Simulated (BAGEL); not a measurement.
# AlH2SF3 (SMILES [F][Al]([F])([F])<-[SH2]): HF/6-31G(d) (density fitting with qzvpp-jkfit, spherical functions)

Aim: the vertical ionisation energy of AlH2SF3 at HF/6-31G* (density fitting with qzvpp-jkfit, spherical functions), from 2 runs. 

The results are computed with BAGEL 1.2.2.

### Step 1. The system as given

AlH2SF3: 7 atoms, total charge 0, spin state singlet. SMILES: `[F][Al]([F])([F])<-[SH2]`. The shape comes from GFN2-xTB, which is rough for such elements, and wasn't checked as a minimum.

Bond lengths: Al1–S2 2.473 Å, Al1–F5 1.643 Å, Al1–F6 1.653 Å, Al1–F7 1.643 Å, S2–H3 1.334 Å, S2–H4 1.334 Å. Angles: S2–Al1–F5 98.8°, S2–Al1–F6 93.4°, S2–Al1–F7 98.6°, F5–Al1–F6 117.1°, F5–Al1–F7 121.4°, F6–Al1–F7 117.1°, Al1–S2–H3 90.3°, Al1–S2–H4 90.1°, H3–S2–H4 92.6°.

### Step 2. A single-point energy at HF/6-31G(d) (density fitting with qzvpp-jkfit, spherical functions)

The input, input.json:

```json
{ "bagel" : [

{
  "title" : "molecule",
  "basis" : "6-31gs.json",
  "df_basis" : "qzvpp-jkfit",
  "angstrom" : "true",
  "geometry" : [
    { "atom" : "Al", "xyz" : [       0.139410,      -0.238690,      -0.977540 ] },
    { "atom" : "S", "xyz" : [       0.146750,      -0.246790,       1.495460 ] },
    { "atom" : "H", "xyz" : [       0.511290,       1.036380,       1.505460 ] },
    { "atom" : "H", "xyz" : [      -1.151450,       0.059610,       1.503580 ] },
    { "atom" : "F", "xyz" : [       1.761120,      -0.180430,      -1.233560 ] },
    { "atom" : "F", "xyz" : [      -0.688880,       1.188410,      -1.069040 ] },
    { "atom" : "F", "xyz" : [      -0.718240,      -1.618490,      -1.224370 ] }
  ]
},

{ "title" : "hf" },

{ "title" : "print", "file" : "orbitals.molden", "orbitals" : "true" }

]}
```

The basis set 6-31G* is read from a file made from the Basis Set Exchange's data (not shown).

The run is started by

```sh
$ BAGEL_NUM_THREADS=1 BAGEL input.json > input.out
```

What it wrote:

```text
* using 1 threads per process

  ===============================================================
  ===============================================================

  *** Geometry ***

  { "atom" : "Al", "xyz" : [      0.263447,     -0.451059,     -1.847283 ] },
  { "atom" : "S", "xyz" : [      0.277317,     -0.466366,      2.826010 ] },
  { "atom" : "H", "xyz" : [      0.966198,      1.958474,      2.844907 ] },
  { "atom" : "H", "xyz" : [     -2.175925,      0.112647,      2.841354 ] },
  { "atom" : "F", "xyz" : [      3.328034,     -0.340963,     -2.331091 ] },
  { "atom" : "F", "xyz" : [     -1.301795,      2.245769,     -2.020193 ] },
  { "atom" : "F", "xyz" : [     -1.357277,     -3.058503,     -2.313724 ] },

  Number of auxiliary basis functions:      523

  Since a DF basis is specified, we compute 2- and 3-index integrals:
    o Being stored without compression. Storage requirement is 0.028 GB

  Number of basis functions:       82
  Number of electrons      :       58

    * METHOD: MOLECULE                             0.29

  *** RHF ***

  === Nuclear Repulsion ===
   302.3420416721

      * DIIS with orbital gradients will be used.

  === RHF iteration (6-31gs.json) ===
      0       -938.75891897          0.02578034           0.10
      1       -939.00255891          0.01649205           0.09
      2       -939.13322839          0.00114679           0.09
      3       -939.13462910          0.00023075           0.09
      4       -939.13468971          0.00005678           0.09
      5       -939.13469501          0.00001487           0.09
      6       -939.13469520          0.00000681           0.09
      7       -939.13469524          0.00000111           0.09
      8       -939.13469524          0.00000040           0.09
      9       -939.13469524          0.00000012           0.09
     10       -939.13469524          0.00000003           0.09
     11       -939.13469524          0.00000001           0.09
    * SCF iteration converged.

    * Permanent dipole moment:
           (    0.230140,    -0.397650,    -1.525762) a.u.

    * METHOD: HF                                   1.31

    * METHOD: PRINT                                0.02

  ===============================================================
```

Run time: 1.8 s. Hardware: 1 thread of Arm Neoverse V1, shared host; peak memory 0.13 GiB.

### Step 3. The doublet cation at the same level

The input, input.json:

```json
{ "bagel": [

{
  "title": "molecule",
  "basis": "6-31gs.json",
  "df_basis": "qzvpp-jkfit",
  "angstrom": true,
  "geometry": [
    { "atom": "Al", "xyz": [       0.139410,      -0.238690,      -0.977540 ] },
    { "atom": "S", "xyz": [       0.146750,      -0.246790,       1.495460 ] },
    { "atom": "H", "xyz": [       0.511290,       1.036380,       1.505460 ] },
    { "atom": "H", "xyz": [      -1.151450,       0.059610,       1.503580 ] },
    { "atom": "F", "xyz": [       1.761120,      -0.180430,      -1.233560 ] },
    { "atom": "F", "xyz": [      -0.688880,       1.188410,      -1.069040 ] },
    { "atom": "F", "xyz": [      -0.718240,      -1.618490,      -1.224370 ] }
  ]
},

{ "title": "uhf", "charge": 1, "nopen": 1 },

{ "title": "print", "file": "orbitals.molden", "orbitals": true }

]}
```

The basis set 6-31G* is read from a file made from the Basis Set Exchange's data (not shown).

The run is started by

```sh
$ BAGEL_NUM_THREADS=1 BAGEL input.json > input.out
```

What it wrote:

```text
* using 1 threads per process

  ===============================================================
  ===============================================================

  *** Geometry ***

  { "atom" : "Al", "xyz" : [      0.263447,     -0.451059,     -1.847283 ] },
  { "atom" : "S", "xyz" : [      0.277317,     -0.466366,      2.826010 ] },
  { "atom" : "H", "xyz" : [      0.966198,      1.958474,      2.844907 ] },
  { "atom" : "H", "xyz" : [     -2.175925,      0.112647,      2.841354 ] },
  { "atom" : "F", "xyz" : [      3.328034,     -0.340963,     -2.331091 ] },
  { "atom" : "F", "xyz" : [     -1.301795,      2.245769,     -2.020193 ] },
  { "atom" : "F", "xyz" : [     -1.357277,     -3.058503,     -2.313724 ] },

  Number of auxiliary basis functions:      523

  Since a DF basis is specified, we compute 2- and 3-index integrals:
    o Being stored without compression. Storage requirement is 0.028 GB

  Number of basis functions:       82
  Number of electrons      :       58

    * METHOD: MOLECULE                             0.29

  *** Open-shell HF ***

  === Nuclear Repulsion ===
   302.3420416721

      * DIIS with orbital gradients will be used.

  === UHF iteration (6-31gs.json) ===
      0       -938.25502525          0.05378882           0.19
      1       -938.51914611          0.03745956           0.18
      2       -938.62488477          0.02429551           0.18
      3       -938.69699551          0.00112874           0.18
      4       -938.69805101          0.00041131           0.18
      5       -938.69824463          0.00021185           0.18
      6       -938.69831927          0.00014774           0.18
      7       -938.69835389          0.00010069           0.17
      8       -938.69838229          0.00005201           0.18
      9       -938.69839065          0.00002045           0.18
     10       -938.69839194          0.00000923           0.18
     11       -938.69839220          0.00000377           0.18
     12       -938.69839230          0.00000140           0.18
     13       -938.69839232          0.00000069           0.18
     14       -938.69839232          0.00000044           0.19
     15       -938.69839233          0.00000015           0.18
     16       -938.69839233          0.00000006           0.18
     17       -938.69839233          0.00000004           0.18
     18       -938.69839233          0.00000003           0.18
     19       -938.69839233          0.00000002           0.18
     20       -938.69839233          0.00000001           0.17
     21       -938.69839233          0.00000001           0.17
    * SCF iteration converged.

    * S^2 (UHF) is 0.7638

    * Permanent dipole moment:
           (    0.311277,    -0.540383,    -4.200148) a.u.

    * METHOD: UHF                                  4.16

    * METHOD: PRINT                                0.02

  ===============================================================
```

Wall time 4.8 s (1 thread of Arm Neoverse V1, shared host); peak memory 0.13 GiB.

### Step 4. What came out

At HF/6-31G* (density fitting with qzvpp-jkfit, spherical functions):

| quantity | value |
| --- | --- |
| singlet AlH2SF3: total energy | -939.13470 Eh |
| singlet AlH2SF3: dipole moment | 4.05 D |
| singlet AlH2SF3: HOMO energy | -13.13 eV |
| singlet AlH2SF3: LUMO energy | 3.10 eV |
| singlet AlH2SF3: HOMO–LUMO gap | 16.23 eV |
| doublet cation: total energy | -938.69839 Eh |
| doublet cation: ⟨S²⟩ | 0.764 |
| vertical ionisation energy (to the doublet cation) | 11.872 eV |

In words: The vertical ionisation energy comes to 11.87 eV (1146 kJ/mol). −ε(HOMO) before ionisation, 13.13 eV, is 1.26 eV above this ionisation energy.
